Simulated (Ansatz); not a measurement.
# Cl3H3OSn: the cost of one run

Method: RKS BHLYP/def2-SVP, in Ansatz 0.2.0.

**1. The structure to begin with**

Bond lengths: Sn1–Cl3 2.410 Å, Sn1–Cl4 2.408 Å, Sn1–Cl5 2.408 Å, Sn1–O6 2.260 Å, O6–H7 1.010 Å. Angles: Cl3–Sn1–Cl4 109.5°, Cl3–Sn1–Cl5 109.5°, Cl3–Sn1–O6 178.9°, Cl4–Sn1–Cl5 109.5°, Cl4–Sn1–O6 70.0°, Cl5–Sn1–O6 70.0°, Sn1–O6–H7 109.5°.

As a file:

```xyz
8

Sn    0.0000    0.0000    0.0000
H     0.0000    0.0000    2.0900
Cl    2.2726    0.0000   -0.8025
Cl   -1.1351    1.9666   -0.8025
Cl   -1.1351   -1.9666   -0.8025
O    -2.1447    0.0000    0.7126
H    -2.6898   -0.6297    0.1413
H    -1.0640    0.0000    1.9402
```

**2. A restrained relaxation towards end A**

Springs on the bonds that form and break draw the guess towards this end; the thresholds are loose.

The input, input.yaml:

```yaml
crystal:
  periodic: [false, false, false]
  atoms:
    - { symbol: Sn, position_ang: [0.0, 0.0, 0.0] }
    - { symbol: H, position_ang: [0.0, 0.0, 2.09] }
    - { symbol: Cl, position_ang: [2.2726, 0.0, -0.8025] }
    - { symbol: Cl, position_ang: [-1.1351, 1.9666, -0.8025] }
    - { symbol: Cl, position_ang: [-1.1351, -1.9666, -0.8025] }
    - { symbol: O, position_ang: [-2.1447, 0.0, 0.7126] }
    - { symbol: H, position_ang: [-2.6898, -0.6297, 0.1413] }
    - { symbol: H, position_ang: [-1.064, 0.0, 1.9402] }
basis:
  gaussian: { orbitals: def2-SVP }
hamiltonian:
  xc: { name: BHLYP }
relax:
  f_tol: 0.15
  max_steps: 25
  restrain:
    - { distance: [0, 5], at: 3.16, k: 30.0 }
    - { distance: [7, 1], at: 1.86, k: 30.0 }
    - { distance: [0, 1], at: 1.74, k: 30.0 }
    - { distance: [7, 5], at: 1.01, k: 30.0 }
output:
  orbitals: {}
```

Started as:

```console
> ansatz run input.yaml --threads 2 --pin off --max-ram 3072MiB --backend cpu --events-out ev --progress --plain --runs-dir out
```

What time and memory should one allow on 2 threads of AMD EPYC 9R45 (Zen 5), shared host?

About 21 s, with a peak of 0.31 GiB.
